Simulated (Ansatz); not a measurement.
# Manganese, dhcp under BLYP: from relaxation to bulk modulus

What does BLYP give for manganese in the dhcp structure? We relax it, solve it on a dense k-mesh, then scale the cell to 7 volumes from 88 to 112 % of the relaxed one and try a fit of the equation of state. The start is antiferromagnetic (alternate layers). The k-meshes are 14×14×4 for the relaxation; 19×19×5 for the dense run; 16×16×5 for the volumes.

Program: Ansatz 0.2.0. Level of theory: DFT BLYP, plane waves (420 eV) with PAW, scalar-relativistic; PAW files made under PBE, frozen cores solved again for the functional. These are calculated values, not measurements.

### Step 1. The system as given

Symmetry: P6_3/mmc, No. 194, hexagonal system. The conventional cell has a = 2.552 Å, b = 2.552 Å, c = 8.334 Å, α = 90.00°, β = 90.00°, γ = 120.00°. Mn (site symmetry -3m) is surrounded by 12 Mn at 2.55 Å. Mn (site symmetry -6m2) is surrounded by 12 Mn at 2.55 Å.

As a file:

```cif
data_structure
_symmetry_space_group_name_H-M 'P6_3/mmc'
_symmetry_Int_Tables_number 194
_cell_length_a 2.5518
_cell_length_b 2.5518
_cell_length_c 8.3341
_cell_angle_alpha 90.000
_cell_angle_beta 90.000
_cell_angle_gamma 120.000
_cell_volume 47.00
loop_
_atom_site_label
_atom_site_type_symbol
_atom_site_symmetry_multiplicity
_atom_site_Wyckoff_symbol
_atom_site_fract_x
_atom_site_fract_y
_atom_site_fract_z
_atom_site_occupancy
Mn1 Mn 2 a 0.00000 0.00000 0.00000 1
Mn2 Mn 2 c 0.33333 0.66667 0.25000 1
```

The atoms start with moments of +3 ×2, -3 ×2 μB.

### Step 2. Geometry optimisation

Contents of input.yaml:

```yaml
crystal:
  lattice:
    - [2.5517868831, 0.0, 0.0]
    - [-1.2758934415, 2.2099122658, 0.0]
    - [0.0, 0.0, 8.3341359602]
  atoms:
    - { symbol: Mn, position: [0.0, 0.0, 0.0], spin: 3.0 }
    - { symbol: Mn, position: [0.0, 0.0, 0.5], spin: 3.0 }
    - { symbol: Mn, position: [0.3333333333, 0.6666666667, 0.25], spin: -3.0 }
    - { symbol: Mn, position: [0.6666666667, 0.3333333333, 0.75], spin: -3.0 }
hamiltonian:
  xc: blyp
  pseudopotentials:
    kind: paw
    azcp:
      Mn: "pseudopotentials/Mn.paw.azcp"
basis:
  ecutwfc: 420
  fft_grid_basis: typed
kpoints:
  mp_grid: { grid: [14, 14, 4], shift: [0, 0, 0] }
magnetization:
  spin_polarized: true
scf:
  occupations: { method: fermi_dirac, width: 0.05 }
relax:
  max_steps: 60
  f_tol: 0.01
  cell: {}
```

Command:

```
> ansatz run input.yaml --threads 2 --pin off --max-ram 5120MiB --backend cpu --events-out ev --progress --plain --runs-dir out
```

Further steps of the session: Single point on a dense mesh; The cell scaled to 88 % of its volume; The cell scaled to 92 % of its volume; The cell scaled to 96 % of its volume; The cell scaled to 100 % of its volume; The cell scaled to 104 % of its volume; The cell scaled to 108 % of its volume; The cell scaled to 112 % of its volume.

What does the calculation give? Wanted: space group; conventional cell; volume; shortest distance; gap on the mesh; magnetic state; relative to alpha-Mn.

As calculated:

| quantity | value |
| --- | --- |
| space group (spins left aside) | P6_3/mmc (No. 194) |
| conventional cell | a = 2.520 Å, c = 8.152 Å (c/a = 3.235) |
| volume | 11.205 Å³/atom |
| shortest distance | 2.504 Å |
| gap on the mesh | none (levels filled in part) |
| magnetic state | ferrimagnetic, up to 0.75 μB per atom |
| relative to alpha-Mn (A12), ferrimagnetic | +81 meV/atom |

**Reading.** From the guessed start the volume shrank by 4.6 % in 6 steps. It lies 81 meV/atom above the element's reference form at the same level (alpha-Mn (A12), ferrimagnetic, from a run of its own). The final state is ferrimagnetic (largest moment 0.75 μB). That is not the order it started in. No gap shows: it is a metal or semimetal at this level. Relaxation kept the symmetry; phonons were not checked.
